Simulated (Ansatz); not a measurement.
**BBrH₄Si: a ladder of functionals and wavefunction methods**

The task here is to estimate one member of a computed series from the others.

Program: Ansatz 0.2.0, Gaussian basis. Level of theory: functionals in def2-TZVPP, the program's frozen cores in correlated methods. These are calculated values, not measurements.

Plan: LDA (SPW92), PBE-D4, revPBE-D4, BLYP-D4, r2SCAN-D4, B97M-V, PBE0-D4, B3LYP-D4, r2SCANh-D4, r2SCAN0-D4, HSE06-D4, BHLYP-D4, CAM-B3LYP-D4, LC-ωPBE, ωB97X-V, ωB97M-V, B2PLYP, PBE-QIDH; CCSD(T)/def2-SVP; CCSD(T)/def2-TZVPP; MP2/def2-QZVPP; extrapolation to the limit; RPA on PBE.

**The geometry**

The geometry comes from an earlier relaxation with PBE0-D4 in a triple-zeta def2 set; it is a stationary point, not always the lowest conformer.

7 atoms, charge 0, spin multiplicity 1.

Atoms are counted from 1 here; the program's logs count them from 0.

Bond lengths: Si1–B2 2.014 Å, Si1–H4 1.489 Å, Si1–H5 1.489 Å, Si1–H6 1.487 Å, B2–Br3 1.901 Å, B2–H7 1.192 Å. Angles: B2–Si1–H4 109.2°, B2–Si1–H5 108.9°, B2–Si1–H6 112.8°, H4–Si1–H5 108.2°, H4–Si1–H6 108.9°, H5–Si1–H6 108.8°, Si1–B2–Br3 118.3°, Si1–B2–H7 126.5°, Br3–B2–H7 115.2°.

The first run:

Contents of in.yaml:

```yaml
crystal:
  periodic: [false, false, false]
  atoms:
    - {symbol: Si, position_ang: [-0.677774, 0.488205, -0.240285]}
    - {symbol: B, position_ang: [0.876480, -0.537074, 0.527944]}
    - {symbol: Br, position_ang: [1.755264, -1.806750, -0.580563]}
    - {symbol: H, position_ang: [-1.718271, -0.473036, -0.698807]}
    - {symbol: H, position_ang: [-0.207346, 1.264532, -1.420883]}
    - {symbol: H, position_ang: [-1.288287, 1.427230, 0.738262]}
    - {symbol: H, position_ang: [1.321134, -0.431206, 1.628530]}
basis:
  gaussian: {orbitals: def2-TZVPP}
hamiltonian: {xc: lda}
output: {orbitals: {seedname: orbitals}}
```

Run with:

```sh
ansatz run in.yaml --threads 2 --pin off --events-out ev --progress --plain --max-ram 4352MiB
```

Among the steps run: LDA; PBE-D4 (GGA); revPBE-D4 (GGA); BLYP-D4 (GGA); r2SCAN-D4 (meta-GGA); B97M-V (meta-GGA); PBE0-D4 (hybrid); B3LYP-D4 (hybrid); r2SCANh-D4 (hybrid); r2SCAN0-D4 (hybrid); HSE06-D4 (hybrid); BHLYP-D4 (hybrid); CAM-B3LYP-D4 (range-separated); LC-ωPBE (range-separated); ωB97X-V (range-separated); ωB97M-V (range-separated); B2PLYP (double hybrid); PBE-QIDH (double hybrid).

One of the session's tables, all rows but one given; the rest of the session is left out.

It belongs to the step «Orbital energies across the functionals». 

| functional | HOMO (eV) | LUMO (eV) | gap (eV) |
| --- | --- | --- | --- |
| LDA (SPW92) | -6.73 | -3.62 | 3.10 |
| PBE-D4 | -6.62 | -3.40 | 3.23 |
| revPBE-D4 | -6.58 | -3.30 | 3.28 |
| BLYP-D4 | -6.49 | -3.20 | 3.29 |
| r2SCAN-D4 | -6.89 | -3.15 | 3.74 |
| B97M-V | -7.01 | -3.22 | 3.79 |
| PBE0-D4 | ? | ? | ? |
| B3LYP-D4 | -7.62 | -2.64 | 4.97 |
| r2SCANh-D4 | -7.33 | -2.83 | 4.51 |
| r2SCAN0-D4 | -8.00 | -2.35 | 5.66 |
| HSE06-D4 | -7.44 | -2.87 | 4.57 |
| BHLYP-D4 | -8.93 | -1.42 | 7.51 |
| CAM-B3LYP-D4 | -9.15 | -1.34 | 7.82 |
| LC-ωPBE | -10.49 | -0.24 | 10.25 |
| ωB97X-V | -10.15 | -0.30 | 9.85 |
| ωB97M-V | -9.99 | -0.50 | 9.48 |

Estimate the missing values for PBE0-D4.

The run gave: HOMO (eV): -7.83; LUMO (eV): -2.49; gap (eV): 5.35. In the column «HOMO (eV)» it lies between r2SCAN0-D4 (-8.00) and B3LYP-D4 (-7.62).
